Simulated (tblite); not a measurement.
# C7H12BOP: the cost of one run

Programs: tblite 0.8.0 and PySCF 2.14.0, with density-fitted response routines of our own. Each step states its level of theory. These are calculated values for one molecule in the gas phase, unless marked as measured. Atoms are numbered from 0 throughout.

## (1) The starting structure

22 atoms, charge 0, multiplicity 1; geometry from: force field or distance geometry start.

Bonds of the start (Å): B0–P1 1.88, P1–C2 1.77, C2–C3 1.39, C3–C4 1.39, C4–O5 1.30, O5–C6 1.30, P1–C7 1.81, C7–C8 1.52, C8–C9 1.52, C9–P1 1.77, C6–C2 1.38, B0–H10 1.17, B0–H11 1.20, B0–H12 1.22, C3–H13 1.08, C4–H14 1.09, C6–H15 1.07, C7–H16 1.11, C7–H17 1.12, C8–H18 1.11, C8–H19 1.13, C9–H20 1.12, C9–H21 1.12.

## (2) Relaxing the molecule with GFN2-xTB

Job settings and geometry (Å):

```
{"job": {"kind": "relax", "xc": "GFN2-xTB", "basis": "xTB"}, "charge": 0, "multiplicity": 1}
B      0.170900     2.388100    -0.093300
P      0.399700     0.525900    -0.103000
C     -1.114700    -0.344000    -0.359000
C     -2.194600    -0.255200     0.511600
C     -3.186600    -1.061900    -0.021900
O     -2.728500    -1.553900    -1.135500
C     -1.510000    -1.167800    -1.397200
C      1.294800    -0.142800     1.322000
C      2.154400    -0.994400     0.405500
C      1.880900    -0.135700    -0.816900
H      1.027700     2.982900    -0.634300
H      0.047100     2.713700     1.052300
H     -0.915500     2.655800    -0.578200
H     -2.203600     0.312400     1.432800
H     -4.156800    -1.180800     0.457200
H     -0.909800    -1.442800    -2.239500
H      1.893400     0.602000     1.887900
H      0.581600    -0.740700     1.942300
H      1.768800    -2.029300     0.313000
H      3.224600    -0.967000     0.757000
H      2.734900     0.582500    -0.951600
H      1.730700    -0.727700    -1.752200
```

The run is started by

```
OMP_NUM_THREADS=1 python probes_run.py task.json out
```

This one command runs all jobs of the session in turn.

Q: Estimate the wall time and peak memory of this first job on 1 thread of Arm Neoverse N1, shared host.

About 1.4 s, with a peak of 0.18 GiB.
